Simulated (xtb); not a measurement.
# CH6ClGaSi (SMILES ClC[SiH2][GaH2]): GFN1-xTB

We compute a structure relaxation of CH6ClGaSi. 

The calculation is run with xtb 6.7.1.

5 further runs of the same task are left out: 5 set aside as unsound or not needed.

## 1. The structure to begin with

The species is CH6ClGaSi (10 atoms), meant as a singlet with charge 0. SMILES: `ClC[SiH2][GaH2]`. All atoms were displaced at random from a relaxed shape. The run starts from this shape.

Bond lengths: Cl1–C2 1.775 Å, C2–Si3 1.888 Å, Cl1–Ga4 2.367 Å, Si3–Ga4 2.373 Å, C2–H5 1.166 Å, C2–H6 0.949 Å, Si3–H7 1.436 Å, Si3–H8 1.427 Å, Ga4–H9 1.628 Å, Ga4–H10 1.644 Å. Some angles: Cl1–C2–Si3 108.0°, C2–Cl1–Ga4 88.6°, C2–Si3–Ga4 85.9°, Cl1–Ga4–Si3 77.5°, Cl1–C2–H5 100.0°, Cl1–C2–H6 105.7°, Si3–C2–H5 111.4°, Si3–C2–H6 123.0°, C2–Si3–H7 100.5°, C2–Si3–H8 106.1°.

## 2. A structure relaxation at GFN1-xTB

File input.xyz:

```xyz
10
start
Cl     0.814390     0.922560     1.295850
C      0.898000    -0.745590     0.694810
Si    -0.309170    -0.907490    -0.748280
Ga    -0.759490     1.396740    -0.406730
H      0.517100    -1.319900     1.635430
H      1.822460    -0.945750     0.620190
H      0.564030    -1.426100    -1.763210
H     -1.207060    -1.959710    -0.397470
H     -2.024510     2.086250     0.351330
H     -0.101850     2.630380    -1.272740
```

Started as:

```bash
$ xtb input.xyz --gfn 1 --opt extreme | tee input.out
```

What values should one expect? Wanted: total energy at the end; dipole moment; HOMO energy; LUMO energy; HOMO–LUMO gap; dispersion energy.

Answer, from the run:

Level: GFN1-xTB.

```
               quantity         value
total energy at the end  -12.77395 Eh
          dipole moment        2.03 D
            HOMO energy     -11.03 eV
            LUMO energy      -6.69 eV
          HOMO–LUMO gap       4.34 eV
      dispersion energy  -9.93 kJ/mol
```

In words: At the final geometry: Bond lengths: Cl1–C2 1.826 Å, C2–Si3 1.948 Å, Cl1–Ga4 2.607 Å, Si3–Ga4 2.402 Å, C2–H5 1.093 Å, C2–H6 1.092 Å, Si3–H7 1.478 Å, Si3–H8 1.476 Å, Ga4–H9 1.571 Å, Ga4–H10 1.569 Å. Some angles: Cl1–C2–Si3 97.4°, C2–Cl1–Ga4 90.4°, C2–Si3–Ga4 93.9°, Cl1–Ga4–Si3 68.8°, Cl1–C2–H5 106.0°, Cl1–C2–H6 106.0°, Si3–C2–H5 119.2°, Si3–C2–H6 119.6°, C2–Si3–H7 100.9°, C2–Si3–H8 106.5°. The optimisation took 38 steps and changed the energy by -0.873 eV.
